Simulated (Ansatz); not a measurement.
# Ge7I: the cost of one run

Computed with Ansatz 0.2.0 (DFT PBE, scalar-relativistic, plane waves, PAW, unless a step's input says otherwise).

## (1) The starting structure

It takes space group Pm-3m (No. 221, cubic). The conventional cell has a = 5.724 Å, b = 5.724 Å, c = 5.724 Å, α = 90.00°, β = 90.00°, γ = 90.00°. Around Ge (site symmetry 4mm) lie 2 Ge at 1.89 to 1.95 Å. Ge (site symmetry m-3m) is surrounded by 6 Ge at 1.89 Å. I (site symmetry m-3m) is surrounded by 24 Ge at 4.16 Å.

As a file:

```cif
data_structure
_symmetry_space_group_name_H-M 'P 1'
_symmetry_Int_Tables_number 1
_cell_length_a 5.7245
_cell_length_b 5.7245
_cell_length_c 5.7245
_cell_angle_alpha 90.000
_cell_angle_beta 90.000
_cell_angle_gamma 90.000
_cell_volume 187.59
loop_
_atom_site_label
_atom_site_type_symbol
_atom_site_fract_x
_atom_site_fract_y
_atom_site_fract_z
_atom_site_occupancy
Ge1 Ge 0.17041 0.50000 0.50000 1
Ge2 Ge 0.82959 0.50000 0.50000 1
Ge3 Ge 0.50000 0.17041 0.50000 1
Ge4 Ge 0.50000 0.82959 0.50000 1
Ge5 Ge 0.50000 0.50000 0.17041 1
Ge6 Ge 0.50000 0.50000 0.82959 1
Ge7 Ge 0.50000 0.50000 0.50000 1
I1 I 0.00000 0.00000 0.00000 1
```

The cell is invented: random cell by space group and Wyckoff sites (Pm-3m, No. 221). Lengths come from tabulated atomic sizes and are only a guess.

## (2) Probe: one point on a coarse mesh

File input.yaml:

```yaml
crystal:
  lattice:
    - [5.72445134, 0.0, 0.0]
    - [0.0, 5.72445134, 0.0]
    - [0.0, 0.0, 5.72445134]
  atoms:
    - { symbol: Ge, position: [0.17040821, 0.5, 0.5] }
    - { symbol: Ge, position: [0.82959179, 0.5, 0.5] }
    - { symbol: Ge, position: [0.5, 0.17040821, 0.5] }
    - { symbol: Ge, position: [0.5, 0.82959179, 0.5] }
    - { symbol: Ge, position: [0.5, 0.5, 0.17040821] }
    - { symbol: Ge, position: [0.5, 0.5, 0.82959179] }
    - { symbol: Ge, position: [0.5, 0.5, 0.5] }
    - { symbol: I, position: [0.0, 0.0, 0.0] }
basis:
  ecutwfc: 420
kpoints:
  mp_grid: { grid: [4, 4, 4] }
hamiltonian:
  xc: pbe
scf:
  occupations: { method: gaussian, width: 0.1 }
  lower_state_search: "off"
output:
  forces: true
  stress: true
  eigenvalues: true
```

Command:

```console
$ ansatz run input.yaml --threads 1 --pin off --max-ram 2560MiB --backend cpu --events-out ev --progress --plain --runs-dir out
```

What time and memory should one allow on 1 thread of Arm Neoverse N1, shared host?

About 17 s, with a peak of 0.45 GiB.
